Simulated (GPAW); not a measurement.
CS2 in GPAW: the effect of functional

Crystal: CS2.

```
S C
1.0
     3.64579   -2.99431    0.00000
     3.64579    2.99431    0.00000
     0.00000    0.00000    9.85126
S C
4 2
Direct
  0.18152 0.81848 0.88687
  0.31848 0.68152 0.38687
  0.68152 0.31848 0.61313
  0.81848 0.18152 0.11313
  0.50000 0.50000 0.50000
  0.00000 0.00000 0.00000
```

The cell comes from a database or a generator and needn't be the stable form of this composition.

Alike in all runs:

```yaml
Program: GPAW 26.7.0
Task: dielectric tensor
Cutoff: 550 eV
Basis: pw
k_mesh: 5 × 5 × 3
Occupations: fermi-dirac, width 0.001 eV
Spin: no spin polarisation
```

| functional | potentials or basis | dielectric constant (mean) |
| --- | --- | --- |
| LDA | the program's PAW data sets (release 1.2.1) made for this functional | 2.27 |
| AM05 | PAW data sets generated in the run's folder for this functional | 2.17 |
| PBEsol | PAW data sets generated in the run's folder for this functional | 2.20 |
| PBE | GPAW PAW data sets (gpaw-data 1.2.1) | 2.19 |
| RPBE | the program's PAW data sets (release 1.2.1) made for this functional | 2.15 |
| GLLB-SC | the program's PAW data sets (release 1.2.1) made for this functional | ? |

**Question.** What does the run with functional GLLB-SC give?

**Answer.** Dielectric constant 2.05 mean.

Caveats: the long-wavelength limit can be off by a per cent or two; a model potential gives levels but no total energy (some runs); response on these states lacks terms of the Hamiltonian (some runs).
